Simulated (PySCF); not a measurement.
# RhCl₃: relaxation and vibrations of the singlet

Where does singlet RhCl₃ go from a T-shaped start, is the end point a minimum, and what are its modes, charges and moments?

Program: PySCF 2.14.0. Level of theory: PBE0, basis Rh def2-SVP with ECP28, Cl def2-SVP, scalar-relativistic core potentials, no spin–orbit coupling, density fitting. These are calculated values, not measurements.

### Step 1. The starting structure

4 atoms, charge 0, spin multiplicity 1.

Bond lengths: Rh1–Cl2 2.240 Å, Rh1–Cl3 2.240 Å, Rh1–Cl4 2.240 Å. Angles: Cl2–Rh1–Cl3 88.0°, Cl2–Rh1–Cl4 88.0°, Cl3–Rh1–Cl4 176.0°.

```xyz
4
charge 0 multiplicity 1
Rh    0.0000    0.0000   -0.4032
Cl    0.0000    0.0000    1.8368
Cl    2.2386    0.0000   -0.3250
Cl   -2.2386    0.0000   -0.3250
```

### Step 2. Relaxing the singlet from the T-shaped start

One driver script runs all steps and calls PySCF; scf.py shows how it sets up the SCF of each step. The optimiser is the driver's own. Before each start the driver seeks the lowest SCF state from one or more starting densities and follows internal instabilities, so scf.py alone need not reach the same state.

The program finds C2v symmetry in the start, which this walk keeps. The walk stops when the largest gradient is under 0.0003 Eh/bohr and the energy has settled too.

Contents of scf.py:

```python
from pyscf import gto, scf, dft
mol = gto.M(atom='''
Rh     0.000000     0.000000    -0.403246
Cl     0.000000     0.000000     1.836754
Cl     2.238600    -0.000000    -0.325046
Cl    -2.238600     0.000000    -0.325046''',
    basis={'Rh': 'def2-SVP', 'Cl': 'def2-SVP'},
    ecp={'Rh': 'def2-SVP'},
    charge=0, spin=0)
mf = dft.RKS(mol, xc='PBE0')
mf.grids.atom_grid = (50, 194)
aux = {'Rh': 'def2-universal-JKFIT', 'Cl': 'def2-universal-JKFIT'}
mf = mf.density_fit(auxbasis=aux)
mf.kernel()
```

Further steps of the session: Hessian and properties; Leaving the saddle point; Frequencies.

Before running it: what results should come out? Wanted: minimum; geometry; wavenumbers; dipole moment; highest occupied, lowest empty level; polar-tensor charge of Rh1; zero-point energy; atomisation energy.

The runs gave:

| quantity | value |
| --- | --- |
| minimum | singlet, C3v |
| geometry | Rh–Cl 2.186 Å (×3); Cl–Rh–Cl 105.5° (×3) |
| wavenumbers (cm⁻¹) | 92 (e), 98 (a1), 400 (a1), 425 (e) |
| dipole moment | 1.98 D |
| highest occupied, lowest empty level | -8.17, -4.84 eV |
| polar-tensor charge of Rh1 | +1.08 e |
| zero-point energy | 9.2 kJ/mol |
| entropy at 298.15 K | 342.1 J/(mol K) |
| atomisation energy (no zero-point energy) | 824 kJ/mol |

What this shows: The T-shaped start (C2v) ends in a minimum of C3v symmetry, after a stop at a saddle point 73.4 kJ/mol higher, from which it was pushed off along an imaginary mode. The strongest infrared band lies at 425 cm⁻¹ (e, stretch). Other starts or spin states, not run here, may lie lower.
